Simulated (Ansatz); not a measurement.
## C₂H₆FSb, SMILES [CH3][Sb]([CH3])[F]: an atomisation energy, step by step

With the Ansatz DFT code, driven from Python.

`c2h6fsb.xyz`
```text
10

C    -0.20690    1.31390   -0.73960
Sb    0.30400   -0.69780   -1.13650
C     0.55950   -1.08640    0.95940
F    -1.51920   -1.29120   -1.06600
H    -1.01000    1.38730    0.04150
H     0.64120    1.95160   -0.44670
H    -0.65620    1.80430   -1.67000
H     1.54930   -0.55660    1.31670
H     0.70070   -2.16370    1.17540
H    -0.27930   -0.71270    1.56880
```

Run as a notebook:

**Cell 1**
```python
from collections import Counter

import ansatz as az
```

**Cell 2**
```python
def energy_of(molecule, charge=0, unpaired=0):
    calc = molecule.calculation().basis(gaussian="def2-SVPD").functional("PBE0")
    if charge:
        calc = calc.charge(charge)
    if unpaired:
        calc = calc.spin("collinear", total=unpaired)
    report = calc.run(threads=1, pin="off").report
    if report["published_state_doubts"]:
        print("  doubts:", report["published_state_doubts"])
    return report["free_energy_ev"]
```

**Cell 3**
```python
system = az.Crystal.molecule_from_extxyz("c2h6fsb.xyz")
```

**Cell 4**
```python
# unpaired electrons of the ground-state atoms
unpaired = {"C": 2, "Sb": 3, "F": 1, "H": 1}
counts = Counter(site.symbol for site in system.cartesian_sites)
atom_energy = {s: energy_of(az.Crystal.molecule().atom(s, (0, 0, 0)), 0, unpaired[s]) for s in counts}
whole = energy_of(system, 0, 0)
for s, e in atom_energy.items():
    print(f"{s:2s} x{counts[s]}  {e:14.5f} eV")
print(f"C2H6FSb: {whole:.5f} eV")
split = sum(counts[s] * e for s, e in atom_energy.items()) - whole
print(f"atomisation energy (no zero-point term): {23.060548 * split:.1f} kcal/mol, {split / sum(counts.values()):.3f} eV an atom")
```
Output:
```text
C  x2     -1027.54175 eV
Sb x1     -6536.67909 eV
F  x1     -2709.15403 eV
H  x6       -13.61361 eV
C2H6FSb: -11418.29106 eV
atomisation energy (no zero-point term): 823.1 kcal/mol, 3.569 eV an atom
```

823.1 kcal/mol from the electronic energies, without the zero-point term.

The settings weren't tested for convergence. The geometry is a force-field or estimated start, not a minimum of this method, and the basis set is short of its limit. All parts are taken at fixed geometry, without zero-point energy. def2 sets replace the cores of elements past krypton by effective core potentials. The spin-orbit lowering of heavy atoms is left out. Timing: 2.2 s on 1 thread of AMD EPYC 9R45 96-Core Processor (Zen 5), with other jobs on the host, peak memory 0.33 GiB.

(Lines on the test bed's own set-up are left out of the output.)
